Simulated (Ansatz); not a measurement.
# BGeH₄ (doublet): wave-function methods side by side at distance Ge1–B2 = 6.777 Å, cc-pVDZ

Aim: climb from Hartree-Fock through coupled cluster and multireference methods for BGeH₄ (doublet) at one geometry and basis, and see what each rung misses.

The runs use Ansatz 0.2.0, Gaussian basis; cc-pVDZ, core rule «outside noble gas», up to 15 orbitals frozen.

To be run: UHF; CCSD(T) on ROHF; CCSD(T) on UHF; BCCD(T) on ROHF; CISD; CCSDT(Q) on ROHF; CCSDT(Q) on UHF; CASSCF and MRCISD+Q, 3 electrons in 3 orbitals; CASSCF and NEVPT2, 3 electrons in 3 orbitals; CASSCF and MRCISD+Q, 9 electrons in 9 orbitals; CASSCF and NEVPT2, 9 electrons in 9 orbitals.

19 further runs of the same task are left out: 1 for a mislabelled method, 15 that didn't finish, 3 set aside as unsound or not needed.

### Step 1. The geometry

The geometry derives from a PBE0/def2-TZVP stationary point (not a proven minimum). One bond is set to the value named and the two fragments are kept rigid. No spin-orbit coupling is included. The filled d shell of Ge may be among the frozen orbitals whatever the setting's name suggests; the logs give the count.

6 atoms, charge 0, spin multiplicity 2.

Atoms are counted from 1 here; the program's logs count them from 0.

Bond lengths: Ge1–H3 1.536 Å, Ge1–H4 1.536 Å, B2–H5 1.193 Å, B2–H6 1.193 Å. Angles: H3–Ge1–H4 109.7°, H5–B2–H6 121.9°.

### Step 2. UHF

in.yaml

```yaml
crystal:
  periodic: [false, false, false]
  atoms:
    - {symbol: Ge, position_ang: [0.000000, 0.000000, 0.986622]}
    - {symbol: B, position_ang: [0.000000, 0.000000, -5.790378]}
    - {symbol: H, position_ang: [0.000000, 1.255258, 1.871269]}
    - {symbol: H, position_ang: [0.000000, -1.255258, 1.871269]}
    - {symbol: H, position_ang: [0.000000, 1.042369, -6.369787]}
    - {symbol: H, position_ang: [0.000000, -1.042369, -6.369787]}
basis:
  gaussian: {orbitals: cc-pVDZ}
magnetization: {spin_polarized: true, initial_magnetization: 1}
hamiltonian: {xc: hf}
output: {orbitals: {seedname: orbitals}}
```

Command:

```sh
> ansatz run in.yaml --threads 1 --pin off --events-out ev --progress --plain --max-ram 2393MiB
```

The runs that follow: CCSD(T) on ROHF; CCSD(T) on UHF; BCCD(T) on ROHF; CISD; CCSDT(Q) on ROHF; CCSDT(Q) on UHF; CASSCF and MRCISD+Q, 3 electrons in 3 orbitals; CASSCF and NEVPT2, 3 electrons in 3 orbitals; CASSCF and MRCISD+Q, 9 electrons in 9 orbitals; CASSCF and NEVPT2, 9 electrons in 9 orbitals.

Before running them: what should the planned runs give, taken together? Wanted: UCCSDT(Q) below the RHF energy; RMP2 from UCCSDT(Q); UMP2 from UCCSDT(Q); RCCSD from UCCSDT(Q); RCCSD(T) from UCCSDT(Q); UCCSD(T) from UCCSDT(Q); RCCSDT(Q) from UCCSDT(Q); NEVPT2 pair from UCCSDT(Q); MRCISD+Q pair from UCCSDT(Q).

The runs gave:

| quantity | value |
| --- | --- |
| UCCSDT(Q) below the RHF energy | -5.4491 eV |
| RMP2 from UCCSDT(Q) | +1363.1 meV |
| UMP2 from UCCSDT(Q) | +1450.4 meV |
| RCCSD from UCCSDT(Q) | +109.1 meV |
| RCCSD(T) from UCCSDT(Q) | +23.7 meV |
| UCCSD(T) from UCCSDT(Q) | +35.2 meV |
| RCCSDT(Q) from UCCSDT(Q) | -3.2 meV |
| NEVPT2 pair from UCCSDT(Q) | +1276.3 meV |
| MRCISD+Q pair from UCCSDT(Q) | -1.4 meV |
| NEVPT2 frontier from UCCSDT(Q) | +1129.8 meV |
| levels within 1 kcal/mol (43 meV) | RCCSD(T), UCCSD(T), BCCD(T), RCCSDT, UCCSDT, RCCSDT(Q), MRCISD+Q pair, MRCISD+Q frontier |
| T1 diagnostic | 0.013 |

RCCSD(T) misses by +23.7 meV, 0.4 % of the correlation energy. Of the multireference levels listed MRCISD+Q pair comes nearest in total energy (-1.4 meV), which doesn't show that its space is the better one. These misses are within one basis, not against nature; the frozen cores of restricted and unrestricted runs differ, which can shift their rows.
